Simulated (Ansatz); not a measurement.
# C₃H₁₀CuOP: ionisation energy by level of theory

One table from this session's results is given with a row withheld; the runs are named, their logs left out.

The runs use Ansatz 0.2.0, Gaussian basis; unrestricted cation, the program's frozen cores in correlated methods.

Plan: UKS PBE-D4/def2-TZVPP; UKS r2SCAN-D4/def2-TZVPP; UKS PBE0-D4/def2-TZVPP; UKS B3LYP-D4/def2-TZVPP; UKS wB97X-V/def2-TZVPP; UKS wB97M-V/def2-TZVPP; UKS B2PLYP (frozen core with 3s3p of Cu, Zn)/def2-TZVPP; UHF-CCSD(T) with 3s3p of Cu, Zn/def2-TZVPP; UHF-MP2 with 3s3p of Cu, Zn/def2-QZVPP; extrapolation to the limit; then −ε(HOMO) from the neutral's earlier runs with LDA (SPW92), PBE-D4, revPBE-D4, BLYP-D4, r2SCAN-D4, B97M-V, PBE0-D4, B3LYP-D4, r2SCANh-D4, r2SCAN0-D4, HSE06-D4, BHLYP-D4, CAM-B3LYP-D4, LC-ωPBE, ωB97X-V, ωB97M-V.

### The relaxed structure

The geometry comes from an earlier relaxation with PBE0-D4 in a triple-zeta def2 set; it is a stationary point, not always the lowest conformer.

SMILES `C[P+](C)(C)[Cu-][OH]`, 16 atoms, charge 0, spin multiplicity 1.

Atoms are counted from 1 here; the program's logs count them from 0.

Bond lengths: C1–P2 1.821 Å, C1–H7 1.091 Å, C1–H8 1.093 Å, C1–H9 1.091 Å, P2–C3 1.821 Å, P2–C4 1.821 Å, P2–Cu5 2.148 Å, C3–H10 1.091 Å, C3–H11 1.093 Å, C3–H12 1.091 Å, C4–H13 1.091 Å, C4–H14 1.093 Å, C4–H15 1.091 Å, Cu5–O6 1.792 Å, O6–H16 0.958 Å. Angles: P2–C1–H7 109.4°, P2–C1–H8 111.3°, P2–C1–H9 109.5°, H7–C1–H8 109.3°, H7–C1–H9 108.1°, H8–C1–H9 109.3°, C1–P2–C3 102.9°, C1–P2–C4 102.8°, C1–P2–Cu5 115.4°, C3–P2–C4 102.8°, C3–P2–Cu5 115.4°, C4–P2–Cu5 115.8°, P2–C3–H10 109.4°, P2–C3–H11 111.4°, P2–C3–H12 109.4°, H10–C3–H11 109.3°, H10–C3–H12 108.0°, H11–C3–H12 109.3° and more.

The first run:

The input, in.yaml:

```yaml
crystal:
  periodic: [false, false, false]
  atoms:
    - {symbol: C, position_ang: [-0.533993, -1.476862, 0.840429]}
    - {symbol: P, position_ang: [0.015884, 0.033249, -0.015970]}
    - {symbol: C, position_ang: [1.824210, -0.173167, -0.080153]}
    - {symbol: C, position_ang: [-0.486738, -0.273631, -1.739379]}
    - {symbol: Cu, position_ang: [-0.669417, 1.879958, 0.841953]}
    - {symbol: O, position_ang: [-1.149350, 3.483273, 1.481290]}
    - {symbol: H, position_ang: [-0.190620, -1.452553, 1.875714]}
    - {symbol: H, position_ang: [-0.145209, -2.373952, 0.352451]}
    - {symbol: H, position_ang: [-1.624368, -1.514627, 0.846640]}
    - {symbol: H, position_ang: [2.260874, 0.634780, -0.669204]}
    - {symbol: H, position_ang: [2.099882, -1.133033, -0.523779]}
    - {symbol: H, position_ang: [2.231864, -0.111875, 0.929981]}
    - {symbol: H, position_ang: [-0.114429, 0.531816, -2.374267]}
    - {symbol: H, position_ang: [-0.099810, -1.228613, -2.103315]}
    - {symbol: H, position_ang: [-1.575847, -0.277239, -1.804119]}
    - {symbol: H, position_ang: [-1.842914, 3.452467, 2.141729]}
basis:
  gaussian: {orbitals: def2-TZVPP}
total_charge: 1
magnetization: {spin_polarized: true, initial_magnetization: 1}
hamiltonian: {xc: pbe, dispersion: d4}
```

On the command line:

```sh
$ ansatz run in.yaml --threads 2 --pin off --events-out ev --progress --plain --max-ram 22528MiB --backend cuda --devices 0, --max-vram 18GiB
```

Among the steps run: Cation, UKS PBE-D4/def2-TZVPP; Cation, UKS r2SCAN-D4/def2-TZVPP; Cation, UKS PBE0-D4/def2-TZVPP; Cation, UKS B3LYP-D4/def2-TZVPP; Cation, UKS wB97X-V/def2-TZVPP; Cation, UKS wB97M-V/def2-TZVPP; Cation, UKS B2PLYP (frozen core with 3s3p of Cu, Zn)/def2-TZVPP; Cation, UHF-CCSD(T) with 3s3p of Cu, Zn/def2-TZVPP; Cation, UHF-MP2 with 3s3p of Cu, Zn/def2-QZVPP.

One table of the session follows, with a row left open; its other results are not shown here.

Orbital estimates, from the neutral's runs:

| functional | −ε(HOMO) (eV) |
| --- | --- |
| LDA (SPW92) | 4.67 |
| PBE-D4 | 4.44 |
| revPBE-D4 | 4.35 |
| BLYP-D4 | 4.34 |
| r2SCAN-D4 | 4.63 |
| B97M-V | 4.66 |
| PBE0-D4 | 5.85 |
| B3LYP-D4 | 5.63 |
| r2SCANh-D4 | 5.18 |
| r2SCAN0-D4 | 6.03 |
| HSE06-D4 | 5.44 |
| BHLYP-D4 | 7.28 |
| CAM-B3LYP-D4 | ? |
| LC-ωPBE | 8.64 |
| ωB97X-V | 8.32 |
| ωB97M-V | 8.33 |

Q: Estimate the row for CAM-B3LYP-D4 from the others.

**Answer.** −ε(HOMO) (eV): 7.33. In the column «−ε(HOMO) (eV)» it lies between BHLYP-D4 (7.28) and ωB97X-V (8.32).
